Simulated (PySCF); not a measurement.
# DyH16O8 (Dy(H2O)83+): the cost of one run

The runs use PySCF 2.14.0; several levels, as the steps say, no spin–orbit coupling.

3 further runs of the same task are left out: 2 for a known fault of the program, 1 that didn't finish.

### 1 The starting structure

25 atoms, charge 3, spin multiplicity 1.

Bond lengths: Dy1–O2 2.447 Å, Dy1–O5 2.447 Å, Dy1–O8 2.447 Å, Dy1–O11 2.447 Å, Dy1–O14 2.447 Å, Dy1–O17 2.447 Å, Dy1–O20 2.447 Å, Dy1–O23 2.447 Å, O2–H3 0.981 Å, O2–H4 0.981 Å, O5–H6 0.981 Å, O5–H7 0.981 Å, O8–H9 0.981 Å, O8–H10 0.981 Å, O11–H12 0.981 Å, O11–H13 0.981 Å, O14–H15 0.981 Å, O14–H16 0.981 Å and more. Angles: O2–Dy1–O5 74.9°, O2–Dy1–O8 118.5°, O2–Dy1–O11 74.9°, O2–Dy1–O14 74.9°, O2–Dy1–O17 141.6°, O2–Dy1–O20 141.6°, O2–Dy1–O23 74.9°, O5–Dy1–O8 74.9°, O5–Dy1–O11 118.5°, O5–Dy1–O14 74.9°, O5–Dy1–O17 74.9°, O5–Dy1–O20 141.6°, O5–Dy1–O23 141.6°, O8–Dy1–O11 74.9°, O8–Dy1–O14 141.6°, O8–Dy1–O17 74.9°, O8–Dy1–O20 74.9°, O8–Dy1–O23 141.6° and more.

Geometry (Å):

```xyz
25

Dy    0.00000    0.00000    0.00000
O     2.10323    0.00000    1.25067
H     2.28754    0.00000    2.21442
H     2.99176    0.00001    0.83542
O     0.00000    2.10323    1.25067
H     0.00000    2.28754    2.21442
H    -0.00001    2.99176    0.83542
O    -2.10323    0.00000    1.25067
H    -2.28754    0.00000    2.21442
H    -2.99176   -0.00001    0.83542
O     0.00000   -2.10323    1.25067
H     0.00000   -2.28754    2.21442
H     0.00001   -2.99176    0.83542
O     1.48721    1.48721   -1.25067
H     2.11549    2.11550   -0.83542
H     1.61753    1.61754   -2.21442
O    -1.48721    1.48721   -1.25067
H    -2.11550    2.11549   -0.83542
H    -1.61754    1.61753   -2.21442
O    -1.48721   -1.48721   -1.25067
H    -2.11549   -2.11550   -0.83542
H    -1.61753   -1.61754   -2.21442
O     1.48721   -1.48721   -1.25067
H     2.11550   -2.11549   -0.83542
H     1.61754   -1.61753   -2.21442
```

Formal oxidation states: Dy +3. Each metal's 9 4f electrons lie in its core potential, so multiplicities, spins and levels count the valence alone. An earlier session relaxed this geometry at TPSS, Dy lcecp-1-SVP with ECP55, O def2-SVP, H def2-SVP (singlet, point group D4d).

At TPSS on the finer grid: E = -647.356211 Eh, HOMO -18.85 eV, LUMO -12.92 eV, Mulliken charge on Dy1 +0.82 e, largest force component 0.008 eV/Å. 

Levels to run: B3LYP; r2SCAN; BP86; PBE0. Hardware: 4 threads of Arm Neoverse V1, shared host.

### 2 B3LYP

Contents of run.py (the lines that set the calculation):

```python
mol = gto.M(atom='''
Dy     0.00000     0.00000     0.00000
O      2.10323     0.00000     1.25067
H      2.28754     0.00000     2.21442
H      2.99176     0.00001     0.83542
O      0.00000     2.10323     1.25067
H      0.00000     2.28754     2.21442
H     -0.00001     2.99176     0.83542
O     -2.10323     0.00000     1.25067
H     -2.28754     0.00000     2.21442
H     -2.99176    -0.00001     0.83542
O      0.00000    -2.10323     1.25067
H      0.00000    -2.28754     2.21442
H      0.00001    -2.99176     0.83542
O      1.48721     1.48721    -1.25067
H      2.11549     2.11550    -0.83542
H      1.61753     1.61754    -2.21442
O     -1.48721     1.48721    -1.25067
H     -2.11550     2.11549    -0.83542
H     -1.61754     1.61753    -2.21442
O     -1.48721    -1.48721    -1.25067
H     -2.11549    -2.11550    -0.83542
H     -1.61753    -1.61754    -2.21442
O      1.48721    -1.48721    -1.25067
H      2.11550    -2.11549    -0.83542
H      1.61754    -1.61753    -2.21442''',
    basis={'Dy': 'lcecp-1-SVP', 'O': 'def2-SVP', 'H': 'def2-SVP'},
    ecp={'Dy': 'lcecp-1-SVP'},
    charge=3, spin=0)
mf = dft.RKS(mol, xc='B3LYP')
mf.grids.atom_grid = (75, 302)  # f atoms: unpruned, at least (60, 302)
mf = mf.density_fit()  # fitting sets: Dy AutoAux, O def2-universal-JKFIT, H def2-universal-JKFIT
mf.conv_tol = 1e-08; mf.max_cycle = 55
mf.kernel(dm0)  # dm0: the density of the relaxed state
```

On the command line:

```bash
$ OMP_NUM_THREADS=4 python run.py
```

**Question.** How long does this run take on 4 threads of Arm Neoverse V1, shared host?

About 43 s.
